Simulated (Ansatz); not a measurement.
Crystal: GaGe.

```
Ge Ga
1.0
     0.00000    2.89784    2.89784
     2.89784    0.00000    2.89784
     2.89784    2.89784    0.00000
Ge Ga
1 1
Direct
  0.00000 0.00000 0.00000
  0.25000 0.25000 0.25000
```

The cell comes from a database or a generator and needn't be the stable form of this composition.

| Property | Result |
| --- | --- |
| Program | Ansatz 0.2.0 |
| Task | relaxation of cell and atoms |
| Functional | HSE03 |
| Potentials or basis | Ansatz PAW |
| Cutoff | 420 eV (not typed: the program's choice for these potentials) |
| k mesh | 4 × 4 × 4 |
| Occupations | fermi-dirac, width 0.05 eV |
| Spin | no spin polarisation |

At the start: volume 24.33 Å³/atom.

How do energy, volume and symmetry change on relaxing?

It ends after 4 steps and the volume is 23.65 Å³/atom (-2.8 %); space group F-43m (No. 216, to 0.05 Å).

The path:
```tsv
step	energy change (eV)	largest force (eV/Å)	volume (Å³)
1	0.0000	0.0000	48.67
2	-0.0067	0.0000	47.57
3	-0.0070	0.0000	47.31
4	-0.0064	0.0000	47.31
```

Final structure:
```cif
data_structure
_symmetry_space_group_name_H-M 'P 1'
_symmetry_Int_Tables_number 1
_cell_length_a 4.0595
_cell_length_b 4.0595
_cell_length_c 4.0595
_cell_angle_alpha 60.000
_cell_angle_beta 60.000
_cell_angle_gamma 60.000
_cell_volume 47.31
loop_
_atom_site_label
_atom_site_type_symbol
_atom_site_fract_x
_atom_site_fract_y
_atom_site_fract_z
_atom_site_occupancy
Ge1 Ge 0.00000 0.00000 0.00000 1
Ga1 Ga 0.25000 0.25000 0.25000 1
```

Caveat: the k mesh is coarse (spacing up to 0.47 Å⁻¹), so the values aren't converged, least of all with exact exchange; the plane-wave basis is chosen anew once the cell has moved, so the energies of steps on either side of that aren't comparable; the PAW data sets come from PBE, with cores solved anew for the run's functional, which leaves a small shift of forces and pressure.
